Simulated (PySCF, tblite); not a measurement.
# C5H9F3Si: geometry, infrared bands and NMR shifts

What infrared bands and NMR shifts should C5H9F3Si (`C=C[C@@H](C[SiH3])C(F)(F)F`) show?

Programs: tblite 0.8.0 and PySCF 2.14.0, with density-fitted response routines of our own. Each step states its level of theory. These are calculated values for one molecule in the gas phase, unless marked as measured. Atoms count from 0, in the outputs and in this text.

### 1 The molecule as given

18 atoms, charge 0, multiplicity 1; geometry from: force field or distance geometry start.

Bonds of the start (Å): C0–C1 1.33, C1–C2 1.47, C2–C3 1.51, C3–Si4 1.84, C2–C5 1.51, C5–F6 1.41, C5–F7 1.38, C5–F8 1.37, C0–H9 1.07, C0–H10 1.08, C1–H11 1.10, C2–H12 1.09, C3–H13 1.13, C3–H14 1.12, Si4–H15 1.48, Si4–H16 1.46, Si4–H17 1.48.

### 2 Relaxing the molecule with GFN2-xTB

The job: settings as JSON, then the geometry in Å.

```
{"job": {"kind": "relax", "xc": "GFN2-xTB", "basis": "xTB"}, "charge": 0, "multiplicity": 1}
C      2.694500    -0.430800    -0.697300
C      1.633900    -0.153900     0.049900
C      0.314500     0.186300    -0.506300
C     -0.637300    -0.883100    -0.020200
Si    -2.380000    -0.673500    -0.587700
C     -0.052000     1.569300    -0.012400
F      0.964900     2.422700    -0.478400
F     -0.113400     1.649800     1.361700
F     -1.197200     2.026500    -0.612200
H      2.639900    -0.414700    -1.768300
H      3.611800    -0.672800    -0.181400
H      1.749600    -0.194900     1.138500
H      0.313400     0.226400    -1.594300
H     -0.225400    -1.875200    -0.385200
H     -0.602800    -0.868000     1.099400
H     -3.207800    -1.689200     0.091900
H     -2.557800    -0.838600    -2.027000
H     -2.957700     0.619900    -0.147100
```

Run with:

```console
OMP_NUM_THREADS=1 python probes_run.py task.json out
```

One launch serves the whole session: the jobs run in the order shown.

**Question.** This job is followed by: GFN2-xTB harmonic vibrations, gas phase; GIAO PBE0/pcSseg-1 NMR shielding, non-relativistic, gas phase. Predict these results of the whole session: strongest single infrared mode (GFN2-xTB); zero-point energy (GFN2-xTB); ¹³C shifts against TMS (PBE0/pcSseg-1); ¹H shifts against TMS (PBE0/pcSseg-1, means over atoms taken as alike); ²⁹Si shifts against TMS (PBE0/pcSseg-1); ¹⁹F shifts against CFCl3 (PBE0/pcSseg-1, means over atoms taken as alike).

**Answer**, as computed:

```
                                                                 quantity                                         value
                                strongest single infrared mode (GFN2-xTB)                         2268 cm⁻¹, 310 km/mol
                                             zero-point energy (GFN2-xTB)                                 78.2 kcal/mol
                                   ¹³C shifts against TMS (PBE0/pcSseg-1)           146.0, 136.7, 125.4, 53.5, 12.0 ppm
   ¹H shifts against TMS (PBE0/pcSseg-1, means over atoms taken as alike)  6.14, 5.57, 5.53, 3.94, 2.67, 1.21, 0.84 ppm
                                  ²⁹Si shifts against TMS (PBE0/pcSseg-1)                                     -70.3 ppm
¹⁹F shifts against CFCl3 (PBE0/pcSseg-1, means over atoms taken as alike)                                     -82.9 ppm
```

In words: Over 91 steps the energy fell by 0.492 eV; of the close pairs, C3–Si4 changed most, 1.845 to 1.912 Å. No mode is imaginary among the 48: a minimum at this level. The strongest single mode, at 2268 cm⁻¹, moves mainly H15. GFN2-xTB is a fitted tight-binding method: band positions and strengths are rough. Its intensities can rank the bands wrongly. C1 (alkene CH) lies farthest downfield among carbon, at 146.0 ppm; as expected for a trigonal carbon in a double bond. H11 (hydrogen on an alkene CH) lies farthest downfield among hydrogen, at 6.14 ppm; a vinylic proton, deshielded by the sp2 carbon and the C=C anisotropy. At PBE0/pcSseg-1: The largest span, 234 ppm, is at C1, where the paramagnetic term is -215 ppm.
